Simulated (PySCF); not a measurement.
# C2H7NOSi: the cost of one run

Programs: PySCF 2.14.0, with density-fitted response routines of our own. Each step states its level of theory. These are calculated values for one molecule in the gas phase, unless marked as measured. Atoms count from 0, in the outputs and in this text.

### 1 The molecule as given

12 atoms, charge 0, multiplicity 1; geometry from: GFN2-xTB. The atoms were then displaced at random by about 0.01 Å, so the start is not that level's minimum.

Bonds of the start (Å): C0–C1 1.51, C1–N2 1.26, N2–Si3 1.67, Si3–O4 1.64, C0–H5 1.10, C0–H6 1.06, C0–H7 1.10, C1–H8 1.12, Si3–H9 1.47, Si3–H10 1.48, O4–H11 0.94.

### 2 Optimising the geometry at PBE0-D3(BJ)/def2-SVP

Job settings and geometry (Å):

```
{"job": {"xc": "PBE0", "basis": "def2-SVP", "d3": "d3bj", "grid": 1, "shake": 0.01, "kind": "geom"}, "charge": 0, "multiplicity": 1}
C      2.222910    -0.058470    -0.176390
C      0.852360    -0.183990     0.442980
N     -0.219270    -0.060220    -0.217480
Si    -1.843300    -0.210210     0.156420
O     -2.624090     1.062340    -0.517490
H      2.745590     0.774160     0.310760
H      2.779630    -0.954480    -0.042470
H      2.125180     0.189230    -1.245990
H      0.876230    -0.393080     1.542370
H     -2.247300    -1.472260    -0.481550
H     -2.318850    -0.129060     1.557690
H     -2.309410     1.407780    -1.337870
```

On the command line:

```sh
$ OMP_NUM_THREADS=1 python probes_run.py task.json out
```

This one command runs all jobs of the session in turn.

Q: Estimate the wall time and peak memory of this first job on 1 thread of Arm Neoverse V2, shared host.

About 50 s, with a peak of 0.44 GiB.
